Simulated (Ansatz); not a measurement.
C2H8SeSi, SMILES C[SiH](C)[SeH]: an atomisation energy, run with the Ansatz DFT code, driven from Python.

`c2h8sesi.xyz`
```text
12

C    -0.63010    1.44170   -0.60920
Si   -0.33180   -0.03010    0.41190
C     1.36260   -0.64300    0.03560
Se   -1.76500   -1.64720   -0.09600
H    -0.59570    1.21930   -1.71410
H    -1.70340    1.86810   -0.40600
H     0.08390    2.28200   -0.37180
H    -0.39610    0.33370    1.83150
H     2.13520    0.16560    0.33640
H     1.60450   -1.54300    0.68780
H     1.46530   -0.90440   -1.00490
H    -1.15250   -2.59780    0.93260
```

`tae_c2h8sesi.py`:
```python
"""Atomisation energy of C2H8SeSi at the given geometry."""

from collections import Counter

import ansatz as az


def single_point(molecule, charge=0, unpaired=0):
    calc = (
        molecule.calculation()
        .basis(gaussian="def2-TZVP")
        .functional("pbe0")
    )
    if charge:
        calc = calc.charge(charge)
    if unpaired:
        calc = calc.spin("collinear", total=unpaired)
    report = calc.run().report
    if report["published_state_doubts"]:
        print("  doubts:", report["published_state_doubts"])
    return report["free_energy_ev"]


def main() -> None:
    molecule = az.Crystal.molecule_from_extxyz("c2h8sesi.xyz")

    # unpaired electrons of the ground-state atoms
    unpaired = {"C": 2, "Si": 2, "Se": 2, "H": 1}
    counts = Counter(site.symbol for site in molecule.cartesian_sites)
    atom_energy = {s: single_point(az.Crystal.molecule().atom(s, (0, 0, 0)), 0, unpaired[s]) for s in counts}
    whole = single_point(molecule, 0, 0)
    for s, e in atom_energy.items():
        print(f"{s:2s} x{counts[s]}  {e:14.5f} eV")
    print(f"C2H8SeSi: {whole:.5f} eV")
    split = sum(counts[s] * e for s, e in atom_energy.items()) - whole
    print(f"atomisation energy (no zero-point term): {23.060548 * split:.1f} kcal/mol, {split / sum(counts.values()):.3f} eV an atom")


if __name__ == "__main__":
    main()
```

What does it cost to take this molecule apart into atoms?

983.4 kcal/mol from the electronic energies, without the zero-point term.

What the script printed:

```console
$ python tae_c2h8sesi.py
C  x2     -1028.73662 eV
Si x1     -7870.87803 eV
Se x1    -65340.11807 eV
H  x8       -13.63389 eV
C2H8SeSi: -75420.18629 eV
atomisation energy (no zero-point term): 983.4 kcal/mol, 3.554 eV an atom
```

Notes:
- Total energies depend on the basis set; only differences at equal settings carry meaning.
- The geometry is a force-field or estimated start, not a minimum of this method, and the basis set is short of its limit. All parts are taken at fixed geometry, without zero-point energy.
- The spin-orbit lowering of heavy atoms is left out.
- Hardware and time: 8.6 s on 1 thread of Arm Neoverse V2 (shared host), peak memory 0.48 GiB.

(Lines on the test bed's own set-up are left out of the output.)
